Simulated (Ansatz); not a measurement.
# Sn2Bi: one candidate structure

Aim: relax Sn2Bi from this start, MoSi2 (C11b) type (I4/mmm, No. 139), and see where it ends.

Computed with Ansatz 0.2.0 (DFT PBE, scalar-relativistic, plane waves, PAW, unless a step's input says otherwise).

### Step 1. The starting structure

It takes space group I4/mmm (No. 139, tetragonal). The conventional cell has a = 4.013 Å, b = 4.013 Å, c = 9.845 Å, α = 90.00°, β = 90.00°, γ = 90.00°. Sn (site symmetry 4mm) is surrounded by 5 Sn at 3.25 to 3.29 Å and 5 Bi at 3.27 to 3.30 Å. Bi (site symmetry 4/mmm) has 10 Sn at 3.27 to 3.30 Å as nearest neighbours.

Coordinates:

```
Sn Bi
1.0
    -2.00665    2.00665    4.92257
     2.00665   -2.00665    4.92257
     2.00665    2.00665   -4.92257
Sn Bi
2 1
Direct
  0.66500 0.66500 0.00000
  0.33500 0.33500 0.00000
  0.00000 0.00000 0.00000
```

(A quick probe on a coarse mesh, which set the mesh and smearing, is not shown.)

### Step 3. A loose first relaxation

input.yaml reads:

```yaml
crystal:
  lattice:
    - [-2.0066525028, 2.0066525028, 4.9225694208]
    - [2.0066525028, -2.0066525028, 4.9225694208]
    - [2.0066525028, 2.0066525028, -4.9225694208]
  atoms:
    - { symbol: Sn, position: [0.665, 0.665, 0.0] }
    - { symbol: Sn, position: [0.335, 0.335, 0.0] }
    - { symbol: Bi, position: [0.0, 0.0, 0.0] }
basis:
  ecutwfc: 420
kpoints:
  mp_grid: { grid: [6, 6, 6] }
hamiltonian:
  xc: pbe
scf:
  occupations: { method: gaussian, width: 0.1 }
  lower_state_search: "off"
output:
  forces: true
  stress: true
  eigenvalues: true
relax:
  adjacent_minimum: "off"
  f_tol: 0.04
  max_steps: 70
  cell: { stress_tol: 0.4 }
```

Started as:

```bash
$ ansatz run input.yaml --threads 1 --pin off --max-ram 2560MiB --backend cpu --events-out ev --progress --plain --runs-dir out
```

The session goes on with these runs: relaxing cell and atoms.

What does the calculation give?

**Answer**, as computed:

Formation energies count from the elements, computed with the same settings in runs not shown here.

```
                          quantity                                                                       value
               cell (conventional)  a = 4.098 Å, b = 4.098 Å, c = 10.494 Å, α = 90.00°, β = 90.00°, γ = 90.00°
                       space group                                                            I4/mmm (No. 139)
                            volume                                                               29.37 Å³/atom
                   gap on the mesh                                                                none (metal)
formation energy from the elements                                                              +0.086 eV/atom
```

**Reading.** The space group stayed I4/mmm, and from the first guess the volume went from 26.43 to 29.37 Å³/atom. The formation energy of +0.09 eV/atom is positive, so the elements lie lower than this structure; another structure of the compound can lie lower. The runs treat Bi without spin-orbit coupling.
